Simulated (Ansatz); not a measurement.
# EuMnBi2: the cost of one run

Program: Ansatz 0.2.0. Level of theory: DFT r²SCAN, scalar-relativistic, plane waves, PAW. These are calculated values, not measurements.

## Step 1: The system as given

It takes space group I4/mmm (No. 139, tetragonal). Conventional cell: a = 4.552 Å, b = 4.552 Å, c = 22.491 Å, α = 90.00°, β = 90.00°, γ = 90.00°. Eu (site symmetry 4mm) is surrounded by 8 Bi at 3.44 to 3.47 Å and 4 Mn at 3.77 Å. Mn (site symmetry -4m2) has 4 Bi at 2.90 Å and 4 Mn at 3.22 Å in its first shell of neighbours. Around Bi (site symmetry 4mm) lie 4 Mn at 2.90 Å and 4 Eu at 3.44 Å. Around Bi (site symmetry mmm) lie 4 Bi at 3.22 Å and 4 Eu at 3.47 Å.

Coordinates:

```cif
data_structure
_symmetry_space_group_name_H-M 'P 1'
_symmetry_Int_Tables_number 1
_cell_length_a 11.6972
_cell_length_b 11.6972
_cell_length_c 11.6972
_cell_angle_alpha 157.559
_cell_angle_beta 157.559
_cell_angle_gamma 31.946
_cell_volume 233.04
loop_
_atom_site_label
_atom_site_type_symbol
_atom_site_fract_x
_atom_site_fract_y
_atom_site_fract_z
_atom_site_occupancy
Eu1 Eu 0.11633 0.11633 0.00000 1
Eu2 Eu 0.88367 0.88367 0.00000 1
Mn1 Mn 0.75000 0.25000 0.50000 1
Mn2 Mn 0.25000 0.75000 0.50000 1
Bi1 Bi 0.33007 0.33007 0.00000 1
Bi2 Bi 0.66993 0.66993 0.00000 1
Bi3 Bi 0.50000 0.00000 0.50000 1
Bi4 Bi 0.00000 0.50000 0.50000 1
```

An earlier run at r²SCAN left this cell at 29.129 Å³/atom and 0.01 GPa (10×10×10 mesh). The large moments point both ways.

## Step 2: Antiferromagnetic, in the cell as typed

input.yaml reads:

```yaml
crystal:
  lattice:
    - [-2.2760899221, 2.2760899221, 11.2456377869]
    - [2.2760899221, -2.2760899221, 11.2456377869]
    - [2.2760899221, 2.2760899221, -11.2456377869]
  atoms:
    - { symbol: Eu, position: [0.1163256179, 0.1163256179, 0.0], spin: 7.0 }
    - { symbol: Eu, position: [0.8836743821, 0.8836743821, 0.0], spin: -7.0 }
    - { symbol: Mn, position: [0.75, 0.25, 0.5], spin: 3.5 }
    - { symbol: Mn, position: [0.25, 0.75, 0.5], spin: -3.5 }
    - { symbol: Bi, position: [0.3300651461, 0.3300651461, 0.0] }
    - { symbol: Bi, position: [0.6699348539, 0.6699348539, 0.0] }
    - { symbol: Bi, position: [0.5, 0.0, 0.5] }
    - { symbol: Bi, position: [0.0, 0.5, 0.5] }
basis:
  ecutwfc: 500
  ecutrho_ratio: 4
kpoints:
  mp_grid: { grid: [10, 10, 10] }
hamiltonian:
  xc: r2scan
scf:
  occupations: { method: gaussian, width: 0.05 }
  lower_state_search: "off"
output:
  forces: true
  stress: true
  eigenvalues: true
  populations: true
magnetization:
  spin_polarized: true
```

The run is started by

```
> ansatz run input.yaml --threads 8 --pin off --max-ram 22528MiB --backend cpu --events-out ev --progress --plain --runs-dir out
```

What time and memory should one allow on 8 threads of AMD EPYC 9R14 (Zen 4), shared host?

About 3.3 min, with a peak of 6.2 GiB.
